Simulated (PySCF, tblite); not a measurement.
# C₃H₁₂GeSi₂: geometry, infrared bands and NMR shifts

What infrared bands and NMR shifts should C₃H₁₂GeSi₂ (`C=C[Si@@H]([SiH3])[GeH2][CH3]`) show?

Programs: tblite 0.8.0 and PySCF 2.14.0, with density-fitted response routines of our own. Each step states its level of theory. These are calculated values for one molecule in the gas phase, unless marked as measured. Atoms are numbered from 0 throughout.

**1. Starting geometry**

18 atoms, charge 0, multiplicity 1; geometry from: force field or distance geometry start.

Bonds of the start (Å): C0–C1 1.34, C1–Si2 1.84, Si2–Si3 2.24, Si2–Ge4 2.30, Ge4–C5 1.93, C0–H6 1.08, C0–H7 1.09, C1–H8 1.08, Si2–H9 1.48, Si3–H10 1.46, Si3–H11 1.47, Si3–H12 1.47, Ge4–H13 1.56, Ge4–H14 1.54, C5–H15 1.12, C5–H16 1.11, C5–H17 1.11.

**2. Relaxing the molecule with GFN2-xTB**

What the job is given:

```
{"job": {"kind": "relax", "xc": "GFN2-xTB", "basis": "xTB"}, "charge": 0, "multiplicity": 1}
C     -2.133200    -0.863500     1.513000
C     -1.687900     0.200500     0.833300
Si    -0.796800    -0.010300    -0.766000
Si    -0.196400     2.004500    -1.547500
Ge     1.084800    -1.297100    -0.446700
C      2.227300    -0.412200     0.840000
H     -2.011500    -1.864800     1.126000
H     -2.647100    -0.716500     2.464900
H     -1.816800     1.190700     1.247200
H     -1.700200    -0.662400    -1.735000
H      0.507500     1.830500    -2.819700
H      0.695100     2.632700    -0.560700
H     -1.396000     2.831800    -1.724300
H      1.845300    -1.445100    -1.801800
H      0.672800    -2.681700     0.084200
H      1.680600    -0.293400     1.811700
H      3.143800    -1.019700     1.012100
H      2.519900     0.582500     0.457800
```

Run with:

```console
OMP_NUM_THREADS=1 python probes_run.py task.json out
```

This one command runs all jobs of the session in turn.

Standard output:

```text
step      E/eV     max force
  0    -485.63644    1.441
  1    -485.71899    1.058
  2    -485.76145    0.613
  3    -485.78851    0.564
  4    -485.84472    0.461
  5    -485.86229    0.362
  6    -485.88801    0.510
  7    -485.90361    0.384
  8    -485.91691    0.361
  9    -485.92413    0.271
 10    -485.92879    0.197
 11    -485.93278    0.226
 12    -485.93684    0.187
 13    -485.94021    0.189
 14    -485.94224    0.100
 15    -485.94321    0.063
 16    -485.94385    0.069
 17    -485.94444    0.072
 18    -485.94497    0.054
 19    -485.94537    0.045
 20    -485.94564    0.035
 21    -485.94587    0.042
 22    -485.94609    0.042
 23    -485.94630    0.042
 24    -485.94652    0.037
 25    -485.94674    0.037
 26    -485.94698    0.042
 27    -485.94725    0.043
 28    -485.94754    0.047
 29    -485.94788    0.056
 30    -485.94830    0.060
 31    -485.94882    0.077
 32    -485.94940    0.068
 33    -485.94997    0.050
 34    -485.95050    0.055
 35    -485.95100    0.082
 36    -485.95154    0.103
 37    -485.95221    0.098
 38    -485.95307    0.078
 39    -485.95393    0.071
 40    -485.95458    0.071
 41    -485.95507    0.079
 42    -485.95549    0.066
 43    -485.95586    0.043
 44    -485.95616    0.048
 45    -485.95638    0.038
 46    -485.95656    0.034
 47    -485.95676    0.045
 48    -485.95697    0.046
 49    -485.95713    0.031
 50    -485.95722    0.022
 51    -485.95729    0.020
 52    -485.95737    0.030
 53    -485.95749    0.037
 54    -485.95761    0.028
 55    -485.95772    0.030
 56    -485.95783    0.030
 57    -485.95795    0.034
 58    -485.95807    0.034
 59    -485.95816    0.026
 60    -485.95825    0.024
 61    -485.95834    0.027
 62    -485.95847    0.033
 63    -485.95864    0.033
 64    -485.95885    0.042
 65    -485.95910    0.048
 66    -485.95938    0.042
 67    -485.95967    0.041
 68    -485.95998    0.043
 69    -485.96031    0.044
 70    -485.96058    0.065
 71    -485.96108    0.095
 72    -485.96151    0.069
 73    -485.96230    0.050
 74    -485.96259    0.048
 75    -485.96388    0.106
 76    -485.96539    0.124
 77    -485.96641    0.196
 78    -485.96805    0.084
 79    -485.96903    0.076
 80    -485.97036    0.146
 81    -485.97134    0.085
 82    -485.97335    0.100
 83    -485.97470    0.341
 84    -485.97788    0.145
 85    -485.98010    0.081
 86    -485.98030    0.275
 87    -485.98184    0.118
 88    -485.98266    0.080
 89    -485.98541    0.179
 90    -485.98732    0.253
 91    -485.98972    0.205
 92    -485.98510    0.624
 93    -485.99394    0.207
 94    -485.99713    0.179
 95    -485.99786    0.168
 96    -485.99866    0.108
 97    -485.99948    0.090
 98    -486.00077    0.096
 99    -486.00138    0.057
100    -486.00165    0.048
101    -486.00189    0.054
102    -486.00210    0.041
103    -486.00247    0.050
104    -486.00284    0.074
105    -486.00345    0.120
106    -486.00412    0.141
107    -486.00486    0.119
108    -486.00554    0.071
109    -486.00607    0.058
110    -486.00643    0.051
111    -486.00672    0.047
112    -486.00706    0.055
113    -486.00743    0.045
114    -486.00767    0.038
115    -486.00779    0.032
116    -486.00789    0.033
117    -486.00799    0.028
118    -486.00809    0.027
119    -486.00816    0.027
120    -486.00819    0.020
121    -486.00823    0.017
122    -486.00830    0.026
123    -486.00838    0.027
124    -486.00847    0.022
125    -486.00852    0.020
126    -486.00857    0.019
127    -486.00862    0.019
128    -486.00868    0.019
129    -486.00873    0.017
130    -486.00878    0.015
131    -486.00884    0.020
132    -486.00893    0.027
133    -486.00903    0.025
134    -486.00911    0.019
135    -486.00920    0.017
136    -486.00929    0.030
137    -486.00942    0.039
138    -486.00955    0.031
139    -486.00965    0.019
140    -486.00973    0.019
141    -486.00982    0.030
142    -486.00993    0.035
143    -486.01002    0.025
144    -486.01007    0.017
145    -486.01011    0.018
146    -486.01014    0.017
147    -486.01017    0.017
148    -486.01020    0.010
149    -486.01022    0.011
150    -486.01023    0.010
```

Run time: 2.8 s. Hardware: 1 thread of Intel Xeon at 2.50GHz, shared host; peak memory 0.18 GiB.

Along the way: (not every step is listed)

```
step  energy from step 0 (eV)  largest force (eV/Å)
   0                   0.0000                1.4406
   1                  -0.0826                1.0580
   2                  -0.1250                0.6134
   3                  -0.1521                0.5639
   4                  -0.2083                0.4608
   5                  -0.2258                0.3618
   6                  -0.2516                0.5095
   7                  -0.2672                0.3838
   8                  -0.2805                0.3612
  21                  -0.3094                0.0416
  34                  -0.3141                0.0554
  47                  -0.3203                0.0453
  60                  -0.3218                0.0238
  73                  -0.3259                0.0496
  86                  -0.3439                0.2748
  99                  -0.3649                0.0572
 112                  -0.3706                0.0548
 125                  -0.3721                0.0205
 138                  -0.3731                0.0313
 145                  -0.3737                0.0185
 146                  -0.3737                0.0168
 147                  -0.3737                0.0173
 148                  -0.3738                0.0099
 149                  -0.3738                0.0112
 150                  -0.3738                0.0097
```

Distances of close pairs at the start and the end, largest changes first:

```
   bond  before (Å)  after (Å)  change (Å)
Si2–Si3       2.243      2.327      +0.084
Si2–Ge4       2.302      2.360      +0.058
Ge4–H13       1.561      1.515      -0.046
 C1–Si2       1.843      1.888      +0.045
 Ge4–C5       1.935      1.976      +0.041
 C5–H15       1.121      1.087      -0.034
 C5–H16       1.113      1.087      -0.026
Ge4–H14       1.539      1.516      -0.023
```

The next job starts from the end point, and lists it.

**3. Vibrational analysis with GFN2-xTB**

What the job is given:

```
{"job": {"kind": "ir", "xc": "GFN2-xTB", "basis": "xTB"}, "charge": 0, "multiplicity": 1}
C     -1.792409    -0.589868     1.691369
C     -2.045022     0.003557     0.536257
Si    -0.868351    -0.003208    -0.940433
Si    -0.225930     2.178005    -1.432585
Ge     0.957876    -1.411755    -0.441048
C      2.249894    -0.608072     0.819476
H     -0.882395    -1.153237     1.846557
H     -2.467249    -0.556274     2.533580
H     -2.972947     0.553400     0.429056
H     -1.629935    -0.595852    -2.057857
H      0.588997     2.248228    -2.649035
H      0.572213     2.782272    -0.360362
H     -1.374867     3.061877    -1.641949
H      1.762194    -1.794534    -1.666125
H      0.608183    -2.776654     0.119222
H      1.779402    -0.385742     1.774318
H      3.090308    -1.270501     1.007754
H      2.641280     0.324679     0.420148
```

Standard output:

```text
mode    cm-1     km/mol
  1      25.1      0.21
  2      32.7      0.47
  3      66.7      0.79
  4      79.4      0.93
  5      96.3      1.27
  6     113.3      3.99
  7     126.7      0.19
  8     155.0      1.24
  9     302.1      9.51
 10     319.2     24.98
 11     344.3     13.23
 12     419.8     24.44
 13     429.9     16.20
 14     456.0      1.08
 15     488.7      2.56
 16     568.4     11.34
 17     578.1    129.87
 18     593.0    373.71
 19     620.4    126.78
 20     628.3    118.59
 21     712.5     86.76
 22     778.2    610.81
 23     808.9    221.15
 24     812.5    102.11
 25     815.0    106.31
 26     829.7    114.33
 27     882.6    221.77
 28     914.6     22.71
 29     995.4      5.64
 30    1017.5     11.70
 31    1262.8      1.62
 32    1337.6      3.30
 33    1413.3      2.44
 34    1474.9      0.60
 35    1476.5      0.25
 36    1661.3      4.20
 37    1852.9    448.91
 38    1921.8    558.87
 39    2119.5    295.55
 40    2219.7    343.22
 41    2228.4    275.65
 42    2239.1    295.79
 43    3005.9     38.43
 44    3009.9     35.93
 45    3018.4     12.85
 46    3019.9     39.96
 47    3049.8     28.60
 48    3077.5     65.63
```

Wall time 2.1 s (1 thread of Intel Xeon at 2.50GHz, shared host); peak memory 0.18 GiB.

Which atoms move in the most intense modes:

```
cm⁻¹  km/mol                         atoms
 593   373.7             H9 64 %, Si2 11 %
 778   610.8  H10 28 %, H11 28 %, H12 26 %
1853   448.9            H14 63 %, H13 36 %
1922   558.9            H13 63 %, H14 36 %
2120   295.6                       H9 96 %
2220   343.2                      H11 95 %
2228   275.6                      H10 96 %
2239   295.8                      H12 97 %
```

**4. Nuclear shieldings: PBE0/pcSseg-1**

The job, as its differences from that of step 3:

```diff
@@ -1,2 +1,2 @@
-{"job": {"kind": "ir", "xc": "GFN2-xTB", "basis": "xTB"}, "charge": 0, "multiplicity": 1}
+{"job": {"kind": "nmr", "xc": "PBE0", "basis": "pcSseg-1"}, "charge": 0, "multiplicity": 1}
 C     -1.792409    -0.589868     1.691369
```

Method: GIAO PBE0/pcSseg-1 NMR shielding, non-relativistic, gas phase.

Standard output:

```text
coarse grid: 65448 points
cycle   1  E = -2776.5114050992  dE = -5.311e-01  |g| = 9.130e-01  |ddm| = 3.808e+00
cycle   2  E = -2776.4782389555  dE =  3.317e-02  |g| = 9.344e-01  |ddm| = 1.001e+00
cycle   3  E = -2776.5870706184  dE = -1.088e-01  |g| = 9.262e-02  |ddm| = 6.676e-01
cycle   4  E = -2776.5887382328  dE = -1.668e-03  |g| = 3.355e-02  |ddm| = 1.140e-01
cycle   5  E = -2776.5890237898  dE = -2.856e-04  |g| = 9.467e-03  |ddm| = 3.455e-02
cycle   6  E = -2776.5890466669  dE = -2.288e-05  |g| = 2.550e-03  |ddm| = 1.024e-02
cycle   7  E = -2776.5890482686  dE = -1.602e-06  |g| = 6.733e-04  |ddm| = 2.702e-03
final grid: 134984 points
cycle   8  E = -2776.5890654736  dE = -2.393e-08  |g| = 8.816e-04  |ddm| = 2.893e-03
cycle   9  E = -2776.5890653049  dE =  1.687e-07  |g| = 1.257e-03  |ddm| = 2.018e-03
cycle  10  E = -2776.5890656501  dE = -3.452e-07  |g| = 1.511e-04  |ddm| = 1.127e-03
cycle  11  E = -2776.5890656561  dE = -6.027e-09  |g| = 2.323e-05  |ddm| = 1.350e-04
cycle  12  E = -2776.5890656562  dE = -1.392e-10  |g| = 2.605e-06  |ddm| = 2.990e-05
converged SCF energy = -2776.5890656562

GIAO shielding tensors (ppm)
atom      isotropic    diamagn.    paramagn.     s11        s22        s33       span
  0 C       42.733     255.891    -213.158    -79.348     49.586    157.962    237.310
  1 C       47.566     261.873    -214.307    -68.719     33.456    177.962    246.682
  2 Si     421.384     882.244    -460.859    372.404    425.813    465.936     93.532
  3 Si     464.971     880.526    -415.555    455.259    458.921    480.733     25.475
  4 Ge    1593.300    2759.046   -1165.746   1524.623   1550.356   1704.922    180.299
  5 C      194.264     252.286     -58.022    189.980    195.038    197.775      7.795
  6 H       25.484      34.119      -8.635     22.695     23.275     30.482      7.786
  7 H       25.302      28.872      -3.569     22.875     24.155     28.877      6.002
  8 H       25.126      30.259      -5.132     23.691     23.863     27.825      4.134
  9 H       27.229      29.318      -2.090     23.935     24.814     32.936      9.001
 10 H       28.240      29.255      -1.015     24.561     26.165     33.993      9.432
 11 H       28.264      30.092      -1.829     24.476     27.373     32.942      8.465
 12 H       28.121      29.098      -0.977     24.415     25.626     34.323      9.908
 13 H       28.005      30.572      -2.568     21.612     22.525     39.877     18.265
 14 H       27.703      30.924      -3.221     21.596     22.120     39.393     17.797
 15 H       31.411      32.528      -1.117     25.820     29.434     38.980     13.160
 16 H       31.255      29.093       2.161     25.551     27.578     40.636     15.085
 17 H       31.471      31.955      -0.484     25.629     29.505     39.278     13.649
```

Wall time 87 s (1 thread of Intel Xeon at 2.50GHz, shared host); peak memory 0.86 GiB.

Shifts follow as δ = σ(reference) − σ, with reference shieldings (ppm) from runs at the same level and on the same kind of geometry: ¹H TMS 31.72, ¹³C TMS 186.9, ²⁹Si TMS 349.2, ⁷³Ge GeMe4 1331. The references are single molecules in the gas phase. Atoms listed in one row are averaged.

```
        atoms                                environment  σ (ppm)  δ (ppm)
           C0                       terminal =CH2 carbon     42.7    144.2
           C1                                  alkene CH     47.6    139.4
           C5                 methyl carbon bonded to Ge    194.3     -7.3
           H8                   hydrogen on an alkene CH    25.13     6.59
           H7         hydrogen on a terminal =CH2 carbon    25.30     6.41
           H6         hydrogen on a terminal =CH2 carbon    25.48     6.23
           H9  hydrogen on a silicon bonded to C, Ge, Si    27.23     4.49
          H14    hydrogen on a germanium bonded to C, Si    27.70     4.01
          H13    hydrogen on a germanium bonded to C, Si    28.00     3.71
H10, H11, H12         hydrogen on a silicon bonded to Si    28.21     3.51
H15, H16, H17   hydrogen on a methyl carbon bonded to Ge    31.38     0.34
          Si2             silicon bonded to C, Ge, Si, H    421.4    -72.2
          Si3                  silicon bonded to Si, 3 H    465.0   -115.8
          Ge4             germanium bonded to C, Si, 2 H     1593     -262
```

The run also stored atomic charges by several schemes (e):

```
atoms  Mulliken    IAO  Hirshfeld  ESP fit
   C0     -0.16  -0.28      -0.08    -0.40
   C1     -0.48  -0.40      -0.14    -0.18
  Si2      0.40   0.33       0.18     0.07
  Si3      0.23   0.29       0.21     0.28
  Ge4     -0.09   0.34       0.24     0.35
   C5     -0.53  -0.66      -0.20    -0.44
```

Mayer bond orders: C0–C1 1.99, C1–Si2 0.88, Si2–Si3 0.91, Si2–Ge4 0.89, Ge4–C5 0.98.

**5. Outcome**

```
                                                              quantity                                               value
                             strongest single infrared mode (GFN2-xTB)                                778 cm⁻¹, 611 km/mol
                                          zero-point energy (GFN2-xTB)                                       77.8 kcal/mol
                                ¹³C shifts against TMS (PBE0/pcSseg-1)                              144.2, 139.4, -7.3 ppm
¹H shifts against TMS (PBE0/pcSseg-1, means over atoms taken as alike)  6.59, 6.41, 6.23, 4.49, 4.01, 3.71, 3.51, 0.34 ppm
                               ²⁹Si shifts against TMS (PBE0/pcSseg-1)                                   -72.2, -115.8 ppm
                             ⁷³Ge shifts against GeMe4 (PBE0/pcSseg-1)                                            -262 ppm
```

The optimisation took 150 steps and gained 0.374 eV; among the close pairs (by a distance rule), Si2–Si3 changed most, from 2.243 to 2.327 Å. No mode is imaginary among the 48: a minimum at this level. The strongest single mode, at 778 cm⁻¹, has its largest shares on H10, H11 and H12 (the list is cut at 3 atoms). GFN2-xTB is a fitted tight-binding method: band positions and strengths are rough. Its intensities can rank the bands wrongly. The most deshielded carbon is C0 (terminal =CH2 carbon), at 144.2 ppm: the olefinic region. The most deshielded hydrogen is H8 (hydrogen on an alkene CH), at 6.59 ppm: attached to an sp2 carbon and in the plane of the double bond. Spin-orbit coupling is left out, which matters for shieldings and couplings at and beside the heavy atoms.
